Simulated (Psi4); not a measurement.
# PBE0/def2-SVP (core potential) run of SnHSCl (SMILES [SH][Sn][Cl])

What is the energy change on altering one bond length of SnHSCl at PBE0/def2-SVP (core potential)? 

The calculation is run with Psi4 1.11.

## Step 1: The molecule

The species is SnHSCl (4 atoms), meant as a singlet with charge 0. As SMILES, `[SH][Sn][Cl]`. Geometry: relaxed at PBE0-D4/def2-TZVP.

Bond lengths: S1–Sn2 2.427 Å, Sn2–Cl3 2.379 Å, S1–H4 1.344 Å. Angles: S1–Sn2–Cl3 96.5°, Sn2–S1–H4 93.1°.

## Step 2: Energy and forces at PBE0/def2-SVP (core potential)

Contents of input.inp:

```
memory 1600 MB

molecule geom {
  0 1
  S
  Sn 1 2.427297
  Cl 2 2.379286 1 96.54851
  H 1 1.344171 2 93.12835 3 -0.01256
  symmetry c1
}

set puream true
set e_convergence 1e-09
set d_convergence 1e-08
set scf_type pk
set dft_radial_points 99
set dft_spherical_points 590

e = gradient('pbe0/def2-SVP')
```

On the command line:

```sh
$ psi4 input.inp input.out -n 1
```

input.out:

```text
[...]
    !!!  WARNING: ECP capability is in beta. Please check occupations closely.  !!!
[...]
  Running in c1 symmetry.
[...]
  Nuclear repulsion =  213.489053618074252
[...]
  Multiplicity = 1
[...]
  Nalpha       = 28
  Nbeta        = 28
[...]
    Number of basis functions: 67
[...]
   @RKS iter   1: -1072.74203198776149   -1.33437e+00   5.86249e-03 ADIIS/DIIS
[...]
   @RKS iter  11: -1072.82774326235972   -5.22959e-12   6.76615e-09 DIIS
[...]
    Orbital Energies [Eh]
    ---------------------
    Doubly Occupied:
       1A   -101.655220     2A    -89.004713     3A     -9.506117
       4A     -8.005877     5A     -7.244083     6A     -7.239896
       7A     -7.238847     8A     -5.946743     9A     -5.943454
      10A     -5.940747    11A     -5.177205    12A     -3.513287
      13A     -3.508927    14A     -3.505105    15A     -1.077371
      16A     -1.074683    17A     -1.072545    18A     -1.071305
      19A     -1.067635    20A     -0.809704    21A     -0.738337
      22A     -0.488533    23A     -0.416800    24A     -0.345631
      25A     -0.330746    26A     -0.321485    27A     -0.281603
      28A     -0.270522
[...]
  @RKS Final Energy: -1072.82774326235972
   => Energetics <=
    Nuclear Repulsion Energy =            213.4890536180742515
    One-Electron Energy =               -1988.5608282474765929
    Two-Electron Energy =                 756.8536894643478945
    DFT Exchange-Correlation Energy =     -54.6096580973052994
    Empirical Dispersion Energy =           0.0000000000000000
    VV10 Nonlocal Energy =                  0.0000000000000000
    Total Energy =                      -1072.8277432623597178
[...]
 Multipole Moments:
 ------------------------------------------------------------------------------------
     Multipole            Electronic (a.u.)      Nuclear  (a.u.)        Total (a.u.)
 ------------------------------------------------------------------------------------
 L = 1.  Multiply by 2.5417464519 to convert [e a0] to [Debye]
 Dipole X            :         -0.0003013            0.0003890            0.0000877
 Dipole Y            :         31.7640840          -31.1460929            0.6179911
 Dipole Z            :         29.9557277          -29.6062429            0.3494848
 Magnitude           :                                                    0.7099666
[...]
  -Total Gradient:
     Atom            X                  Y                   Z
    ------   -----------------  -----------------  -----------------
       1       -0.000001673388    -0.003755060847     0.005021049785
       2        0.000001590263    -0.006811053482    -0.005209990268
       3       -0.000001336735     0.006274698253    -0.000281805739
       4        0.000001420991     0.004309103612     0.000446506820
[...]
```

Wall time 25 s (1 thread of Intel Xeon at 2.50GHz (Skylake/Cascade Lake), shared host); peak memory 0.59 GiB.

## Step 3: The distorted shape, same level

Contents of input.inp:

```
memory 1600 MB

molecule m {
  0 1
  S      0.422915     1.764536    -0.419885
  Sn    -1.395700    -0.351700    -0.341800
  Cl     0.088800    -1.950300     0.607800
  H      1.413915     1.029336     0.113215
  symmetry c1
}

set puream true
set e_convergence 1e-09
set d_convergence 1e-08
set scf_type pk
set dft_radial_points 99
set dft_spherical_points 590

energy_value = gradient('pbe0/def2-SVP')
```

On the command line:

```sh
$ psi4 input.inp input.out -n 1
```

input.out:

```text
[...]
    !!!  WARNING: ECP capability is in beta. Please check occupations closely.  !!!
[...]
  Running in c1 symmetry.
[...]
  Nuclear repulsion =  199.821992896457544
[...]
  Multiplicity = 1
[...]
  Nalpha       = 28
  Nbeta        = 28
[...]
    Number of basis functions: 67
[...]
   @RKS iter   1: -1072.72511888176564   -1.39786e+00   5.66225e-03 ADIIS/DIIS
[...]
   @RKS iter  12: -1072.81230319588985   -8.41283e-12   9.20605e-09 DIIS
[...]
    Orbital Energies [Eh]
    ---------------------
    Doubly Occupied:
       1A   -101.666096     2A    -88.986866     3A     -9.516832
       4A     -7.984492     5A     -7.254758     6A     -7.250660
       7A     -7.249554     8A     -5.925689     9A     -5.922791
      10A     -5.919070    11A     -5.194250    12A     -3.530354
      13A     -3.525131    14A     -3.522433    15A     -1.093410
      16A     -1.090663    17A     -1.088031    18A     -1.086135
      19A     -1.083572    20A     -0.817716    21A     -0.702622
      22A     -0.489150    23A     -0.390158    24A     -0.341832
      25A     -0.337714    26A     -0.331751    27A     -0.264768
      28A     -0.250474
[...]
  @RKS Final Energy: -1072.81230319588985
   => Energetics <=
    Nuclear Repulsion Energy =            199.8219928964575445
    One-Electron Energy =               -1961.1854382416936460
    Two-Electron Energy =                 743.1159291018881277
    DFT Exchange-Correlation Energy =     -54.5647869525417306
    Empirical Dispersion Energy =           0.0000000000000000
    VV10 Nonlocal Energy =                  0.0000000000000000
    Total Energy =                      -1072.8123031958898537
[...]
 Multipole Moments:
 ------------------------------------------------------------------------------------
     Multipole            Electronic (a.u.)      Nuclear  (a.u.)        Total (a.u.)
 ------------------------------------------------------------------------------------
 L = 1.  Multiply by 2.5417464519 to convert [e a0] to [Debye]
 Dipole X            :        -45.4776864           44.3918136           -1.0858728
 Dipole Y            :         -8.2432164            7.8313274           -0.4118890
 Dipole Z            :        -11.6593469           11.4465751           -0.2127717
 Magnitude           :                                                    1.1806964
[...]
  -Total Gradient:
     Atom            X                  Y                   Z
    ------   -----------------  -----------------  -----------------
       1        0.028394451333     0.025623088235     0.001040319244
       2       -0.024959576770    -0.030627832619     0.001555072591
       3       -0.001103568378     0.001465501725    -0.000791321765
       4       -0.002314636972     0.003525998904    -0.001794840659
[...]
```

Run time: 24 s. Hardware: 1 thread of Intel Xeon at 2.50GHz (Skylake/Cascade Lake), shared host; peak memory 0.58 GiB.

## Step 4: Results

At PBE0/def2-SVP (core potential):

| quantity | value |
| --- | --- |
| first shape: total energy | -1072.82774 Eh |
| first shape: dipole moment | 1.80 D |
| first shape: HOMO energy | -7.36 eV |
| first shape: LUMO energy | -2.68 eV |
| first shape: HOMO–LUMO gap | 4.68 eV |
| first shape: largest force on an atom | 0.441 eV/Å |
| distorted shape: total energy | -1072.81230 Eh |
| distorted shape: dipole moment | 3.00 D |
| distorted shape: HOMO energy | -6.82 eV |
| distorted shape: LUMO energy | -3.12 eV |
| distorted shape: HOMO–LUMO gap | 3.70 eV |
| distorted shape: largest force on an atom | 2.033 eV/Å |
| energy change with the S1–Sn2 bond stretched from 2.427 to 2.791 Å | 0.420 eV |

In words: With the S1–Sn2 bond stretched from 2.427 to 2.791 Å the energy rises by 0.42 eV (40.5 kJ/mol). The first shape isn't relaxed at this level, so the change isn't measured from a minimum. The largest force (first shape) is 0.44 eV/Å: the shape isn't a stationary point for this species at this level.
